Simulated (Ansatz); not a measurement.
# C₃H₁₀OSi₂: a ladder of functionals and wavefunction methods

The task here is to estimate one member of a computed series from the others.

Program: Ansatz 0.2.0, Gaussian basis. Level of theory: functionals in def2-TZVPP, the program's frozen cores in correlated methods. These are calculated values, not measurements.

The runs, in order: LDA (SPW92), PBE-D4, revPBE-D4, BLYP-D4, r2SCAN-D4, B97M-V, PBE0-D4, B3LYP-D4, r2SCANh-D4, r2SCAN0-D4, HSE06-D4, BHLYP-D4, CAM-B3LYP-D4, LC-ωPBE, ωB97X-V, ωB97M-V, B2PLYP, PBE-QIDH; CCSD(T)/def2-SVP; CCSD(T)/def2-TZVPP; MP2/def2-QZVPP; extrapolation to the limit; RPA on PBE.

1 further run of the same task is left out (it didn't finish).

## The relaxed structure

The geometry comes from an earlier relaxation with PBE0-D4 in a triple-zeta def2 set; it is a stationary point, not always the lowest conformer.

SMILES `C=C[SiH](C)O[SiH3]`, 16 atoms, charge 0, spin multiplicity 1.

Atoms are counted from 1 here; the program's logs count them from 0.

Bond lengths: C1–C2 1.330 Å, C1–H7 1.087 Å, C1–H8 1.087 Å, C2–Si3 1.857 Å, C2–H9 1.090 Å, Si3–C4 1.858 Å, Si3–O5 1.642 Å, Si3–H10 1.492 Å, C4–H11 1.093 Å, C4–H12 1.093 Å, C4–H13 1.092 Å, O5–Si6 1.631 Å, Si6–H14 1.487 Å, Si6–H15 1.487 Å, Si6–H16 1.484 Å. Angles: C2–C1–H7 121.6°, C2–C1–H8 122.4°, H7–C1–H8 116.1°, C1–C2–Si3 123.5°, C1–C2–H9 117.9°, Si3–C2–H9 118.6°, C2–Si3–C4 111.5°, C2–Si3–O5 108.9°, C2–Si3–H10 109.0°, C4–Si3–O5 108.9°, C4–Si3–H10 109.7°, O5–Si3–H10 108.8°, Si3–C4–H11 110.6°, Si3–C4–H12 110.6°, Si3–C4–H13 110.9°, H11–C4–H12 108.1°, H11–C4–H13 108.5°, H12–C4–H13 108.1° and more.

Set-up of the first run:

File in.yaml:

```yaml
crystal:
  periodic: [false, false, false]
  atoms:
    - {symbol: C, position_ang: [-0.779534, 2.168823, 0.361528]}
    - {symbol: C, position_ang: [-0.603608, 1.475248, -0.759894]}
    - {symbol: Si, position_ang: [0.066070, -0.256380, -0.798677]}
    - {symbol: C, position_ang: [-1.182315, -1.454167, -1.477183]}
    - {symbol: O, position_ang: [0.460675, -0.709604, 0.729311]}
    - {symbol: Si, position_ang: [1.637630, -0.689005, 1.858799]}
    - {symbol: H, position_ang: [-0.533822, 1.750497, 1.333703]}
    - {symbol: H, position_ang: [-1.175694, 3.180565, 0.363601]}
    - {symbol: H, position_ang: [-0.870101, 1.952840, -1.703093]}
    - {symbol: H, position_ang: [1.297767, -0.282875, -1.640408]}
    - {symbol: H, position_ang: [-2.077966, -1.471339, -0.851740]}
    - {symbol: H, position_ang: [-1.479895, -1.166788, -2.489364]}
    - {symbol: H, position_ang: [-0.770342, -2.465059, -1.519379]}
    - {symbol: H, position_ang: [2.956711, -0.395349, 1.237220]}
    - {symbol: H, position_ang: [1.340546, 0.354481, 2.875171]}
    - {symbol: H, position_ang: [1.690977, -2.014492, 2.524807]}
basis:
  gaussian: {orbitals: def2-TZVPP}
hamiltonian: {xc: lda}
output: {orbitals: {seedname: orbitals}}
```

Among the steps run: LDA; PBE-D4 (GGA); revPBE-D4 (GGA); BLYP-D4 (GGA); r2SCAN-D4 (meta-GGA); B97M-V (meta-GGA); PBE0-D4 (hybrid); B3LYP-D4 (hybrid); r2SCANh-D4 (hybrid); r2SCAN0-D4 (hybrid); HSE06-D4 (hybrid); BHLYP-D4 (hybrid); CAM-B3LYP-D4 (range-separated); LC-ωPBE (range-separated); ωB97X-V (range-separated); ωB97M-V (range-separated); B2PLYP (double hybrid); PBE-QIDH (double hybrid).

One of the session's tables, all rows but one given; the rest of the session is left out.

It belongs to the step «Frontier levels by functional». 

| functional | HOMO (eV) | gap (eV) |
| --- | --- | --- |
| LDA (SPW92) | -6.88 | 5.24 |
| PBE-D4 | -6.73 | 5.32 |
| revPBE-D4 | -6.67 | 5.35 |
| BLYP-D4 | -6.57 | 5.31 |
| r2SCAN-D4 | ? | ? |
| B97M-V | -7.00 | 5.79 |
| PBE0-D4 | -7.87 | 7.46 |
| B3LYP-D4 | -7.64 | 7.01 |
| r2SCANh-D4 | -7.39 | 6.55 |
| r2SCAN0-D4 | -8.03 | 7.73 |
| HSE06-D4 | -7.47 | 6.67 |
| BHLYP-D4 | -8.83 | 9.50 |
| CAM-B3LYP-D4 | -9.20 | 9.92 |
| LC-ωPBE | -10.61 | 12.50 |
| ωB97X-V | -10.22 | 12.01 |
| ωB97M-V | -10.11 | 11.73 |

Estimate the missing values for r2SCAN-D4.

Worked estimate for «HOMO (eV)». Against the share of exact exchange, r2SCANh-D4 (0.1, -7.39), r2SCAN0-D4 (0.25, -8.03) give a slope of -4.27 per unit share; at 0 the line stands at -6.96.

The run gave: HOMO (eV): -6.96; gap (eV): 5.76. In «HOMO (eV)» the line misses by 0.00.
